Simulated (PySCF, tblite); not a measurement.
# C4H11AlClN: geometry, infrared bands and NMR shifts

Wanted: the infrared bands and NMR shifts of C4H11AlClN (`C[C@@H]1C[C@@H]1[Al@@H-]([NH3+])[Cl]`), by calculation.

The runs use tblite 0.8.0 and PySCF 2.14.0, with density-fitted response routines of our own; the level of theory stands in each step. All values are computed, except where a source is named. Atoms count from 0, in the outputs and in this text.

### 1 Starting geometry

18 atoms, charge 0, multiplicity 1; geometry from: force field or distance geometry start.

Bonds of the start (Å): C0–C1 1.52, C1–C2 1.54, C2–C3 1.53, C3–Al4 2.01, Al4–N5 1.90, Al4–Cl6 2.22, C3–C1 1.53, C0–H7 1.11, C0–H8 1.11, C0–H9 1.10, C1–H10 1.12, C2–H11 1.11, C2–H12 1.12, C3–H13 1.12, Al4–H14 1.61, N5–H15 1.06, N5–H16 1.04, N5–H17 1.04.

### 2 Optimising the geometry with GFN2-xTB

What the job is given:

```
{"job": {"kind": "relax", "xc": "GFN2-xTB", "basis": "xTB"}, "charge": 0, "multiplicity": 1}
C     -2.225200     0.169500    -0.518400
C     -1.554200    -0.852000     0.377900
C     -0.876700    -0.300400     1.640300
C     -0.024900    -0.813400     0.482900
Al     1.107900     0.586800    -0.401400
N      2.920200     0.378200     0.139700
Cl     0.975300     0.349100    -2.604600
H     -3.316600     0.173500    -0.300900
H     -1.853100     1.202400    -0.363100
H     -2.085600    -0.115800    -1.574100
H     -2.005800    -1.866000     0.499400
H     -0.942200    -0.977800     2.516700
H     -0.937300     0.808900     1.762300
H      0.428200    -1.809300     0.727700
H      0.597000     2.055000     0.000100
H      2.990900     0.475900     1.192300
H      3.274700    -0.562000    -0.133400
H      3.518500     1.104000    -0.308300
```

Run with:

```
> OMP_NUM_THREADS=1 python probes_run.py task.json out
```

One launch serves the whole session: the jobs run in the order shown.

**Question.** This job is followed by: GFN2-xTB harmonic vibrations, gas phase; GIAO PBE0/pcSseg-1 NMR shielding, non-relativistic, gas phase. What will the session give for the following? strongest single infrared mode (GFN2-xTB); zero-point energy (GFN2-xTB); 13C shifts against TMS (PBE0/pcSseg-1); 1H shifts against TMS (PBE0/pcSseg-1, means over atoms taken as alike); 27Al shifts against AlH4- (PBE0/pcSseg-1); 15N shifts against NH3 (PBE0/pcSseg-1); 35Cl shifts against HCl (PBE0/pcSseg-1).

**Answer**, as computed:

| quantity | value |
| --- | --- |
| strongest single infrared mode (GFN2-xTB) | 678 cm⁻¹, 562 km/mol |
| zero-point energy (GFN2-xTB) | 88.6 kcal/mol |
| 13C shifts against TMS (PBE0/pcSseg-1) | 28.0, 12.0, 9.5, 4.7 ppm |
| 1H shifts against TMS (PBE0/pcSseg-1, means over atoms taken as alike) | 3.89, 2.07, 1.27, 0.84, 0.55, 0.03, -0.71 ppm |
| 27Al shifts against AlH4- (PBE0/pcSseg-1) | 69.1 ppm |
| 15N shifts against NH3 (PBE0/pcSseg-1) | 38.9 ppm |
| 35Cl shifts against HCl (PBE0/pcSseg-1) | -31 ppm |

What this shows: Over 105 steps the energy fell by 0.827 eV; of the close pairs, Al4–N5 changed most, 1.903 to 2.096 Å. All 48 modes are real, so the xTB geometry is a minimum. The strongest single mode, at 678 cm⁻¹, moves mainly H14. GFN2-xTB is a fitted tight-binding method: band positions and strengths are rough. Its intensities can rank the bands wrongly.
